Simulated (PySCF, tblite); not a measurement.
# C₅H₁₂FNSi₂: geometry, infrared bands and NMR shifts

What infrared bands and NMR shifts should C₅H₁₂FNSi₂ (`C=N[Si@@H]1C[C@@H](F)C[C@H]1[SiH3]`) show?

Programs: tblite 0.8.0 and PySCF 2.14.0, with density-fitted response routines of our own. Each step states its level of theory. These are calculated values for one molecule in the gas phase, unless marked as measured. Atoms count from 0, in the outputs and in this text.

## 1. The molecule as given

21 atoms, charge 0, multiplicity 1; geometry from: force field or distance geometry start.

Bonds of the start (Å): C0–N1 1.29, N1–Si2 1.74, Si2–C3 1.85, C3–C4 1.51, C4–F5 1.39, C4–C6 1.49, C6–C7 1.51, C7–Si8 1.84, C7–Si2 1.90, C0–H9 1.07, C0–H10 1.09, Si2–H11 1.45, C3–H12 1.10, C3–H13 1.12, C4–H14 1.11, C6–H15 1.11, C6–H16 1.12, C7–H17 1.10, Si8–H18 1.49, Si8–H19 1.47, Si8–H20 1.48.

## 2. Optimising the geometry with GFN2-xTB

What the job is given:

```
{"job": {"kind": "relax", "xc": "GFN2-xTB", "basis": "xTB"}, "charge": 0, "multiplicity": 1}
C      2.955100     0.394600    -1.609600
N      1.871100    -0.291900    -1.502000
Si     0.838200    -0.013200    -0.131000
C      0.587700    -1.473100     0.979200
C     -0.910800    -1.634500     1.027900
F     -1.329600    -1.968600     2.309400
C     -1.563600    -0.338200     0.672000
C     -0.982700     0.148300    -0.635300
Si    -1.246400     1.948700    -0.934900
H      3.610000     0.240300    -2.435700
H      3.234700     1.166100    -0.892800
H      1.185400     1.162200     0.639400
H      0.972900    -1.251800     1.990600
H      1.116700    -2.342000     0.504500
H     -1.223800    -2.492100     0.403500
H     -1.447600     0.428700     1.465000
H     -2.644300    -0.541100     0.478800
H     -1.242200    -0.514200    -1.474100
H     -0.356800     2.663900     0.025700
H     -0.799600     2.333000    -2.279000
H     -2.633200     2.392000    -0.694600
```

Started as:

```console
OMP_NUM_THREADS=1 python probes_run.py task.json out
```

This one command runs all jobs of the session in turn.

**Question.** This job is followed by: GFN2-xTB harmonic vibrations, gas phase; GIAO PBE0/pcSseg-1 NMR shielding, non-relativistic, gas phase. What will the session give for the following? strongest single infrared mode (GFN2-xTB); zero-point energy (GFN2-xTB); ¹³C shifts against TMS (PBE0/pcSseg-1); ¹H shifts against TMS (PBE0/pcSseg-1, means over atoms taken as alike); ¹⁵N shifts against NH3 (PBE0/pcSseg-1); ²⁹Si shifts against TMS (PBE0/pcSseg-1); ¹⁹F shifts against CFCl3 (PBE0/pcSseg-1); surface potential, 1st and 99th percentile.

**Answer**, as computed:

| quantity | value |
| --- | --- |
| strongest single infrared mode (GFN2-xTB) | 2242 cm⁻¹, 407 km/mol |
| zero-point energy (GFN2-xTB) | 97.0 kcal/mol |
| ¹³C shifts against TMS (PBE0/pcSseg-1) | 173.6, 99.6, 40.9, 25.1, 4.8 ppm |
| ¹H shifts against TMS (PBE0/pcSseg-1, means over atoms taken as alike) | 8.71, 8.63, 5.35, 5.15, 3.94, 2.46, 1.71, 1.49, 1.14, 0.37 ppm |
| ¹⁵N shifts against NH3 (PBE0/pcSseg-1) | 424.7 ppm |
| ²⁹Si shifts against TMS (PBE0/pcSseg-1) | -4.7, -69.1 ppm |
| ¹⁹F shifts against CFCl3 (PBE0/pcSseg-1) | -193.0 ppm |
| surface potential, 1st and 99th percentile | -1.24 V and 1.08 V |

The optimisation took 112 steps and gained 0.682 eV; among the close pairs (by a distance rule), C7–Si8 changed most, from 1.844 to 1.897 Å. No mode is imaginary among the 57: a minimum at this level. The strongest single mode, at 2242 cm⁻¹, moves mainly H20. Unscaled tight-binding wavenumbers are off by several per cent, some by more. Its intensities can rank the bands wrongly. At PBE0/pcSseg-1: The largest span, 819 ppm, is at N1, where the paramagnetic term is -489 ppm. By nearest atom (PBE0/pcSseg-1), the HOMO sits on N1 62 %; H10 11 % and the LUMO on C0 36 %; N1 30 %.
